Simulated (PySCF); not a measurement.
# Ways to converge the SCF of SiTe

The same problem is solved with other solver options, one edit a run.

The runs use PySCF 2.14.0; method and basis as typed in the scripts.

5 further runs of the same task are left out: 5 that didn't finish.

### Step 1. Starting geometry

SiTe: 2 atoms, charge 0, spin multiplicity 1.

Bond lengths: Si1–Te2 2.435 Å.

### Step 2. Base script

Input file input.py:

```python
from pyscf import gto, scf, mp

mol = gto.M(
    atom='Si 0 0 0; Te 0 0 2.435',
    basis='crenbl',
    ecp={'Si': 'crenbl', 'Te': 'crenbl'},
    charge=0,
    spin=0,
    verbose=3,
)
mf = scf.RHF(mol)
mf.kernel()
mp.MP2(mf).kernel()
mf.dip_moment()
print('orbital energies (hartree):', mf.mo_energy[..., max(0, mol.nelec[1]-3):mol.nelec[0]+3].round(4))
```

Started as:

```bash
$ OMP_NUM_THREADS=1 python input.py
```

Its log is not repeated here.

It gives: E(SCF) = -98.058210 Eh, E(MP2) − E(SCF) = -0.29110 Eh, μ = 2.39 D (of the SCF density).

The bond length is a typed value, not an optimised one.

### Step 3. DIIS space 20

Edit 1 changes DIIS space: default → 20.

Edit input.py of step 2 so:

```diff
@@ -11,2 +11,3 @@
 mf = scf.RHF(mol)
+mf.diis_space = 20
 mf.kernel()
```

Started as:

```bash
$ OMP_NUM_THREADS=1 python input.py
```

The log of the run:

```text
converged SCF energy = -98.0582102904558
E(RMP2) = -98.349310471943  E_corr = -0.291100181487133
E(SCS-RMP2) = -98.3313320869551  E_corr = -0.273121796499238
Dipole moment(X, Y, Z, Debye):  0.00000, -0.00000, -2.38892
orbital energies (hartree): [-0.3498 -0.3211 -0.3211 -0.0115 -0.0115  0.114 ]
```

Run time: 0.78 s. Hardware: 1 thread of Arm Neoverse V2, shared host.

Result: E(SCF) = -98.058210 Eh (no change), E(MP2) − E(SCF) = -0.29110 Eh, μ = 2.39 D (of the SCF density).

### Step 4. Second-order solver on

Edit 2 changes second-order solver: off → on.

Edit input.py of step 2 so:

```diff
@@ -11,2 +11,3 @@
 mf = scf.RHF(mol)
+mf = mf.newton()
 mf.kernel()
```

Started as:

```bash
$ OMP_NUM_THREADS=1 python input.py
```

The log of the run:

```text
converged SCF energy = -98.0582102904464
E(RMP2) = -98.3493103849825  E_corr = -0.291100094536048
E(SCS-RMP2) = -98.3313320023142  E_corr = -0.27312171186776
Dipole moment(X, Y, Z, Debye): -0.00000,  0.00000, -2.38894
orbital energies (hartree): [-0.3498 -0.3211 -0.3211 -0.0115 -0.0115  0.114 ]
```

Run time: 0.88 s. Hardware: 1 thread of Arm Neoverse V2, shared host.

Outcome: E(SCF) = -98.058210 Eh (no change), E(MP2) − E(SCF) = -0.29110 Eh, μ = 2.39 D (of the SCF density).

### Step 5. Initial guess 1e

Edit 3 changes initial guess: minao → 1e.

Edit input.py of step 2 so:

```diff
@@ -11,2 +11,3 @@
 mf = scf.RHF(mol)
+mf.init_guess = '1e'
 mf.kernel()
```

Started as:

```bash
$ OMP_NUM_THREADS=1 python input.py
```

The log of the run:

```text
converged SCF energy = -98.0582102904558
E(RMP2) = -98.3493102150714  E_corr = -0.291099924615566
E(SCS-RMP2) = -98.3313318435477  E_corr = -0.273121553091878
Dipole moment(X, Y, Z, Debye):  0.00000, -0.00000, -2.38898
orbital energies (hartree): [-0.3498 -0.3211 -0.3211 -0.0115 -0.0115  0.114 ]
```

It took 0.86 s on 1 thread of Arm Neoverse V2, shared host.

Result: E(SCF) = -98.058210 Eh (no change), E(MP2) − E(SCF) = -0.29110 Eh, μ = 2.39 D (of the SCF density).

### Step 6. Smearing width 0.01 hartree

Edit 4 changes smearing width: none → 0.01 hartree; step after the SCF: mp2 → none.

Edit input.py of step 2 so:

```diff
@@ -1,2 +1,2 @@
-from pyscf import gto, scf, mp
+from pyscf import gto, scf
 
@@ -11,4 +11,4 @@
 mf = scf.RHF(mol)
+mf = scf.addons.smearing_(mf, sigma=0.01, method='fermi')
 mf.kernel()
-mp.MP2(mf).kernel()
 mf.dip_moment()
```

Started as:

```bash
$ OMP_NUM_THREADS=1 python input.py
```

The log of the run:

```text
converged SCF energy = -98.0582100521447
Dipole moment(X, Y, Z, Debye):  0.00000, -0.00000, -2.38894
orbital energies (hartree): [-0.3498 -0.3211 -0.3211 -0.0115 -0.0115  0.114 ]
```

Wall time 0.71 s (1 thread of Arm Neoverse V2, shared host).

This run: E(SCF) = -98.058210 Eh (no change), μ = 2.39 D.

The energy is that at the smeared occupations, without the entropy term.

### Step 7. Convergence threshold 1e-11 hartree

Edit 5 changes convergence threshold: default → 1e-11 hartree.

Edit input.py of step 2 so:

```diff
@@ -11,2 +11,3 @@
 mf = scf.RHF(mol)
+mf.conv_tol = 1e-11
 mf.kernel()
```

Started as:

```bash
$ OMP_NUM_THREADS=1 python input.py
```

The log of the run:

```text
converged SCF energy = -98.0582102904568
E(RMP2) = -98.3493103248591  E_corr = -0.291100034402283
E(SCS-RMP2) = -98.331331947898  E_corr = -0.273121657441177
Dipole moment(X, Y, Z, Debye):  0.00000,  0.00000, -2.38895
orbital energies (hartree): [-0.3498 -0.3211 -0.3211 -0.0115 -0.0115  0.114 ]
```

Wall time 0.8 s (1 thread of Arm Neoverse V2, shared host).

Result: E(SCF) = -98.058210 Eh (no change), E(MP2) − E(SCF) = -0.29110 Eh, μ = 2.39 D (of the SCF density).

### Step 8. Comparison

| run | E(SCF) (hartree) | from base (eV) | SCF dipole (D) | after the SCF |
| --- | --- | --- | --- | --- |
| base | -98.058210 | 0 | 2.39 | MP2 correlation -7.921 eV |
| DIIS space 20 | -98.058210 | 0.0000 | 2.39 | MP2 correlation -7.921 eV |
| second-order solver on | -98.058210 | 0.0000 | 2.39 | MP2 correlation -7.921 eV |
| initial guess 1e | -98.058210 | 0.0000 | 2.39 | MP2 correlation -7.921 eV |
| smearing width 0.01 hartree | -98.058210 | 0.0000 | 2.39 | n/a |
| convergence threshold 1e-11 hartree | -98.058210 | 0.0000 | 2.39 | MP2 correlation -7.921 eV |

Wall time on 1 thread of Arm Neoverse V2, shared host, start-up included: base 0.84 s; DIIS space 20 0.78 s; second-order solver on 0.88 s; initial guess 1e 0.86 s; smearing width 0.01 hartree 0.71 s; convergence threshold 1e-11 hartree 0.8 s.

What this shows: The SCF energy stays the same, to the digits that matter, with DIIS space 20 or second-order solver on or initial guess 1e or smearing width 0.01 hartree or convergence threshold 1e-11 hartree.
